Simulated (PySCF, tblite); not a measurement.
**C₆H₁₀F₂+ (doublet): geometry, infrared bands and EPR parameters**

Aim: predict the infrared bands and EPR parameters of C₆H₁₀F₂+ (doublet) (`CCC[CH+][CH]C(F)F`).

Computed with tblite 0.8.0 and PySCF 2.14.0, with density-fitted response routines of our own, on a single molecule in the gas phase. Atoms count from 0, in the outputs and in this text.

**1. Starting geometry**

18 atoms, charge 1, multiplicity 2; geometry from: force field or distance geometry start.

Bonds of the start (Å): C0–C1 1.51, C1–C2 1.53, C2–C3 1.49, C3–C4 1.45, C4–C5 1.48, C5–F6 1.36, C5–F7 1.36, C0–H8 1.09, C0–H9 1.10, C0–H10 1.10, C1–H11 1.11, C1–H12 1.09, C2–H13 1.09, C2–H14 1.11, C3–H15 1.07, C4–H16 1.09, C5–H17 1.09.

**2. Relaxing the molecule with GFN2-xTB**

The job: settings as JSON, then the geometry in Å.

```
{"job": {"kind": "relax", "xc": "GFN2-xTB", "basis": "xTB"}, "charge": 1, "multiplicity": 2}
C     -2.423100     0.347600     0.839100
C     -1.389200    -0.393400     0.020500
C     -0.395300     0.561300    -0.637000
C      0.616100    -0.162300    -1.459900
C      1.930200    -0.501600    -0.957100
C      2.473800    -0.070200     0.347200
F      3.714300    -0.602100     0.537200
F      1.715800    -0.509900     1.380900
H     -1.959200     0.942100     1.632300
H     -3.127600    -0.356900     1.314200
H     -3.017000     1.021300     0.200400
H     -0.849200    -1.089000     0.694400
H     -1.893000    -1.009200    -0.717400
H      0.076700     1.203900     0.107600
H     -0.957100     1.245100    -1.309500
H      0.323900    -0.558100    -2.411100
H      2.585200    -1.075000    -1.605000
H      2.565800     1.012600     0.418300
```

Launch:

```sh
$ OMP_NUM_THREADS=1 python probes_run.py task.json out
```

The driver reads the jobs from task.json and runs them one after another.

**Question.** This job is followed by: GFN2-xTB harmonic vibrations, gas phase; UKS B3LYP, pcH-1 on C F H, non-relativistic, mean-field spin-orbit, GIAO. Predict these results of the whole session: strongest single infrared mode (GFN2-xTB); zero-point energy (GFN2-xTB); g(iso) (B3LYP); ⟨S²⟩; largest a(iso) (averaged by class).

The runs gave:

| quantity | value |
| --- | --- |
| strongest single infrared mode (GFN2-xTB) | 1384 cm⁻¹, 354 km/mol |
| zero-point energy (GFN2-xTB) | 88.3 kcal/mol |
| g(iso) (B3LYP) | 2.00322 |
| ⟨S²⟩ | 0.753 (exact 0.75) |
| largest a(iso) (averaged by class) | 1H on H13, H14, 204.5 MHz |

What this shows: Over 212 steps the energy fell by 0.469 eV; of the close pairs, C3–C4 changed most, 1.447 to 1.349 Å. No mode is imaginary among the 48: a minimum at this level. The strongest single mode, at 1384 cm⁻¹, moves mainly H10 and H8. GFN2-xTB is a fitted tight-binding method: band positions and strengths are rough. Its intensities can rank the bands wrongly. The largest share of the spin, 0.48 e, sits on C4. The isotropic g lies 0.9 ppt above the free-electron value. These values are for one conformer; the search (at its own cheap level) found 2 more, at 0.40, 1.28 kcal/mol, and measured spectra average over such forms.
